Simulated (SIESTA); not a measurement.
Crystal: Y2Ge3.

```xyz
5
Lattice="4.3924 0.0000 0.0000 -2.1962 3.8040 0.0000 0.0000 0.0000 7.1073" Properties=species:S:1:pos:R:3 pbc="T T T"
Y     0.0000    0.0000    1.9195
Y     0.0000    0.0000    5.1878
Ge    2.1962    1.2680    0.0000
Ge    2.1962    1.2680    3.5536
Ge    0.0000    2.5360    0.0000
```

The cell comes from a database or a generator and needn't be the stable form of this composition.

- Program: SIESTA 5.4.2
- Task: single point
- Functional: PBE
- Potentials or basis: PseudoDojo 0.4 standard (PBE files)
- Basis: DZP (energy shift 0.003 Ry; two zetas on semicore shells)
- Grid cutoff: 800 Ry
- Energy shift: 0.003 Ry
- k mesh: 7 × 7 × 4
- Occupations: fermi-dirac, width 0.05 eV
- Spin: no spin polarisation

On this cell: pressure 1.2 GPa; largest force 0.057 eV/Å; band gap on the k mesh none (metal or under the smearing width).

The same run follows on a disturbed copy (atoms moved at random, drawn with an rms of 0.05 Å):

```
Y Ge
1.0
     4.39243    0.00000    0.00000
    -2.19621    3.80395    0.00000
     0.00000    0.00000    7.10729
Y Ge
2 3
Direct
  0.00168 0.00536 0.26360
  0.00576 0.00619 0.72465
  0.66867 0.35501 0.99891
  0.65729 0.33252 0.50663
  0.31653 0.66102 0.99797
```

**Question.** What does the disturbed cell give?

**Answer.** The energy (extrapolated to zero smearing) moves by +11.5 meV/atom; pressure 1.4 GPa; largest force 0.568 eV/Å; band gap on the k mesh none (metal or under the smearing width).

Forces in eV/Å, atoms in the order of the input:
```
Y   -0.145  0.002  0.201
Y   -0.224 -0.036  0.275
Ge  -0.085 -0.560 -0.034
Ge   0.196  0.104 -0.369
Ge   0.258  0.490 -0.072
```

Stress tensor (GPa, compression positive):
```
 2.58  0.50 -0.10
 0.50  0.59 -0.05
-0.10 -0.05  1.02
```

Caveats: the basis of atomic orbitals isn't converged, which shifts pressures, moduli and gaps.
